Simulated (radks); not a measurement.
# Valence configurations of Kr⁺

NIST gives [Ar] 3d10 4s2 4p5 as the ground configuration of Kr⁺. Does this level of theory agree? Several fillings of the valence shells are run.

Method: scalar-relativistic Kohn-Sham, PBE, spin-unpolarised, spherical densities, finite nucleus. Code: radks (a radial shooting solver on a logarithmic mesh, Libxc functionals) version 1.

## 1. Starting point

| Property | Result |
| --- | --- |
| element | krypton (Z = 36) |
| charge | +1 |
| electrons | 35 |
| configuration | [Ar] 3d10 4s2 4p5 |
| nuclear rms radius | 4.1884 fm |
| others tried | 3d9 4s2 4p6; 3d10 4s1 4p6; 3d9.5 4s2 4p5.5 |

The outer shells:

Kr⁺
```
[Ar] core
3d [↑↓][↑↓][↑↓][↑↓][↑↓]
4s [↑↓]
4p [↑↓][↑↓][↑ ]
```

## 2. [Ar] 3d10 4s2 4p5

Settings of this run:

```text
Z 36
configuration [Ar] 3d10 4s2 4p5
relativity scalar-relativistic
functional pbe,pbe
spin unpolarised
nucleus finite rms 4.1884 fm
c 137.035999084
```

## 3. [Ar] 3d9 4s2 4p6

Settings of this run:

```text
Z 36
configuration [Ar] 3d9 4s2 4p6
relativity scalar-relativistic
functional pbe,pbe
spin unpolarised
nucleus finite rms 4.1884 fm
c 137.035999084
```

## 4. [Ar] 3d10 4s1 4p6

Input: that of step 3 with these lines changed.

```diff
@@ -1,3 +1,3 @@
 Z 36
-configuration [Ar] 3d9 4s2 4p6
+configuration [Ar] 3d10 4s1 4p6
 relativity scalar-relativistic
```

## 5. [Ar] 3d9.5 4s2 4p5.5

Settings of this run:

```text
Z 36
configuration [Ar] 3d9.5 4s2 4p5.5
relativity scalar-relativistic
functional pbe,pbe
spin unpolarised
nucleus finite rms 4.1884 fm
c 137.035999084
```

Q: Predict the outcome of this session. Wanted: for each run, valence; E − E(NIST configuration); highest level; its energy; 1s shift.

**Answer**, as computed:

```csv
valence,E − E(NIST configuration) (eV),highest level,its energy (eV),1s shift (eV)
3d10 4s2 4p5,0.000,4p,-19.549,+0.00
3d10 4s1 4p6,14.508,4p,-20.189,-1.57
3d9.5 4s2 4p5.5,38.316,4p,-20.473,-8.30
3d9 4s2 4p6,79.579,4p,-21.392,-16.80
```

In words: Theory agrees with NIST among these: the next, 3d10 4s1 4p6, lies 14.508 eV higher. The energies are those of spherical spin-averaged densities, not of single terms. The 1s eigenvalue shifts by up to 16.80 eV as the valence charge is rearranged.
